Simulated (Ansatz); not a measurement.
# Sb2Pt: a short molecular-dynamics run

Aim: set Sb2Pt (a randomly packed cell, 12 atoms, not relaxed) in motion for 20 steps of 1 fs under a Nosé-Hoover thermostat at 900 K, and see how temperature, energy and positions respond.

Method: DFT PBEsol, plane waves, PAW, scalar-relativistic, no spin polarisation, in Ansatz 0.2.0.

The cell holds 12 atoms (Pt4Sb8): a = 7.271 Å, b = 6.700 Å, c = 5.932 Å, α = 85.62°, β = 82.01°, γ = 92.26°.

Coordinates:

```xyz
12
Lattice="7.2596 0.3670 0.1797 -0.6078 6.6689 0.2216 0.6635 0.3204 5.8858" Properties=species:S:1:pos:R:3 pbc="T T T"
Pt    1.1067    0.3447    4.6290
Pt    1.9827    6.4481    1.5688
Pt    0.0834    1.0705    1.3750
Pt    4.7445    6.0977    2.1247
Sb    1.9693    3.0107    4.9128
Sb    0.3755    4.7374    3.2221
Sb    5.8380    4.5263    5.6115
Sb    5.7247    1.6116    5.5962
Sb    2.1806    3.0537    1.7472
Sb    3.8206    1.3748    3.4044
Sb    5.5424    3.4094    2.4900
Sb    3.2266    5.5509    4.9338
```

The structure above is the start of the run; the results belong to its end.

| quantity | value |
| --- | --- |
| length | 20 steps of 1 fs |
| temperature, first and last step | 900 and 1059 K |
| temperature, second half | mean 990 K, from 933 to 1059 K |
| potential energy, second half | -11 meV/atom from the start |
| largest change of the conserved energy | 0.00 meV/atom |
| mean square displacement, second half | Sb 0.004, Pt 0.002 Å² |

What this shows: Against a set 900 K the second half averages 990 K, going from 933 to 1059 K over that half. The conserved energy strays from its start by at most 0.00 meV/atom, under 0.1 % of the mean kinetic energy, so a step of 1 fs is short enough over this time. Over the second half Sb atoms stand 0.1 Å (root mean square) from where they began, and the farthest move is 0.1 Å. 20 fs on 12 atoms is far too short and small for converged averages. The k-mesh is coarse.

Q: Write an input and a launch command for the first run that leads to these results.

The input that was used; it is not the only one that fits:

File input.yaml:

```yaml
crystal:
  lattice:
    - [7.259609, 0.367043, 0.179683]
    - [-0.607847, 6.668925, 0.22159]
    - [0.663466, 0.320411, 5.885772]
  atoms:
    - { symbol: Pt, position: [0.081634, 0.009541, 0.78362] }
    - { symbol: Pt, position: [0.331441, 0.938017, 0.221111] }
    - { symbol: Pt, position: [0.003163, 0.149391, 0.227887] }
    - { symbol: Pt, position: [0.697569, 0.861188, 0.307263] }
    - { symbol: Sb, position: [0.230473, 0.39973, 0.812602] }
    - { symbol: Sb, position: [0.061315, 0.682021, 0.519887] }
    - { symbol: Sb, position: [0.770863, 0.592684, 0.907557] }
    - { symbol: Sb, position: [0.717429, 0.157831, 0.922953] }
    - { symbol: Sb, position: [0.311393, 0.427727, 0.271244] }
    - { symbol: Sb, position: [0.488074, 0.152489, 0.557772] }
    - { symbol: Sb, position: [0.766218, 0.450673, 0.382702] }
    - { symbol: Sb, position: [0.436196, 0.7701, 0.795956] }
kpoints:
  mp_grid: { grid: [2, 2, 3] }
magnetization:
  spin_polarized: false
scf:
  occupations: { method: fermi_dirac, width: 0.1 }
hamiltonian:
  pseudopotentials: { kind: paw }
  xc: pbesol
basis:
  ecutwfc: 420
md:
  timestep: 1.0
  n_steps: 20
  ensemble: nvt_nose_hoover
  temperature: 900.0
  initial_velocities: maxwell_boltzmann
  seed: 966821
```

Run with:

```
$ ansatz run input.yaml --threads 2 --pin off --max-ram 2560MiB --backend cpu --events-out ev --progress --plain --runs-dir out
```
